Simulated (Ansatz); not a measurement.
# Na: how well frozen cores do

Aim: solve Na at one geometry with LAPW, all electrons, PAW on the default files and all-electron PAW on datasets made for the crystal, and see where they agree.

This is Na in the hcp structure; at room conditions it is bcc.

Program: Ansatz 0.2.0. Level of theory: DFT LDA, scalar-relativistic. These are calculated values, not measurements.

### Step 1. The starting structure

The structure is hexagonal, space group P6_3/mmc (No. 194). Conventional cell: a = 3.767 Å, b = 3.767 Å, c = 6.154 Å, α = 90.00°, β = 90.00°, γ = 120.00°. Na (site symmetry -6m2) has 12 Na at 3.77 Å as nearest neighbours.

Coordinates:

```
Na
1.0
     3.76700    0.00000    0.00000
    -1.88350    3.26232    0.00000
     0.00000    0.00000    6.15400
Na
2
Direct
  0.33333 0.66667 0.25000
  0.66667 0.33333 0.75000
```

The structure is an experimental refinement, used without relaxation.

Atoms are numbered in the order of the input: Na1, Na2.

### Step 2. LAPW, all electrons

Contents of input.yaml:

```yaml
crystal:
  lattice:
    - [3.7670009976, 0.0, 0.0]
    - [-1.8835004988, 3.26231856, 0.0]
    - [0.0, 0.0, 6.154]
  atoms:
    - { symbol: Na, position: [0.3333333333, 0.6666666667, 0.25] }
    - { symbol: Na, position: [0.6666666667, 0.3333333333, 0.75] }
kpoints:
  mp_grid: { grid: [11, 11, 6] }
  band_path:
    path:
      - [0.0, 0.0, 0.0]
      - [0.5, 0.0, 0.0]
      - [0.3333333333, 0.3333333333, 0.0]
      - [0.0, 0.0, 0.0]
      - [0.0, 0.0, 0.5]
      - [0.5, 0.0, 0.5]
      - [0.3333333333, 0.3333333333, 0.5]
      - [0.0, 0.0, 0.5]
      - [0.5, 0.0, 0.5]
    npoints: 14
scf:
  occupations: { method: fermi_dirac, width: 0.05 }
hamiltonian:
  xc: lda
  pseudopotentials: { kind: all_electron, lapw: { basis_error: 0.0005 } }
output:
  forces: true
  stress: true
  eigenvalues: true
  fatbands: true
  populations: true
  dos: { projected: true, de: 0.2, e_range: [-14, 8] }
```

Launch:

```
$ ansatz run input.yaml --threads 1 --pin off --max-ram 3072MiB --backend cpu --events-out ev --progress --plain --runs-dir out
```

### Step 3. PAW on the default files

input.yaml, as its differences from that of step 2:

```diff
@@ -26,3 +26,3 @@
   xc: lda
-  pseudopotentials: { kind: all_electron, lapw: { basis_error: 0.0005 } }
+  pseudopotentials: { kind: paw }
 output:
@@ -31,4 +31,9 @@
   eigenvalues: true
-  fatbands: true
+  efg: { contact_densities: true }
   populations: true
+  bader: true
   dos: { projected: true, de: 0.2, e_range: [-14, 8] }
+  write_density: true
+  write_potential: true
+  elf: true
+  volumetric_format: npy
```

### Step 4. All-electron PAW on datasets made for the crystal

input.yaml, as its differences from that of step 3:

```diff
@@ -21,3 +21,3 @@
       - [0.5, 0.0, 0.5]
-    npoints: 14
+    npoints: 8
 scf:
@@ -26,3 +26,3 @@
   xc: lda
-  pseudopotentials: { kind: paw }
+  pseudopotentials: { kind: all_electron, datasets: crystal }
 output:
@@ -32,8 +32 @@
   efg: { contact_densities: true }
-  populations: true
-  bader: true
-  dos: { projected: true, de: 0.2, e_range: [-14, 8] }
-  write_density: true
-  write_potential: true
-  elf: true
-  volumetric_format: npy
```

(Steps that only read results are left out.)

Q: Predict the outcome of this session. Wanted: pressure; gap; Bader charges; highest ELF.

**Answer**, as computed:

| quantity | value |
| --- | --- |
| pressure | LAPW -0.89, PAW -0.89, crystal datasets -0.89 GPa |
| gap (LAPW) | none |
| Bader charges (PAW) | Na1 +0.00 e |
| highest ELF (PAW) | 0.56, 2.22 Å from Na |

In words: At this geometry the cell is under tension of 0.9 GPa, so it would shrink if let go. Bands cross the Fermi level: the crystal is a metal at this level. Na 3s carries the largest share, 100 %, of the projected states within 0.3 eV of the Fermi level. The projection holds only the free atom's occupied shells (Na 3s in this range). PAW lies less than 0.01 GPa from LAPW in pressure.
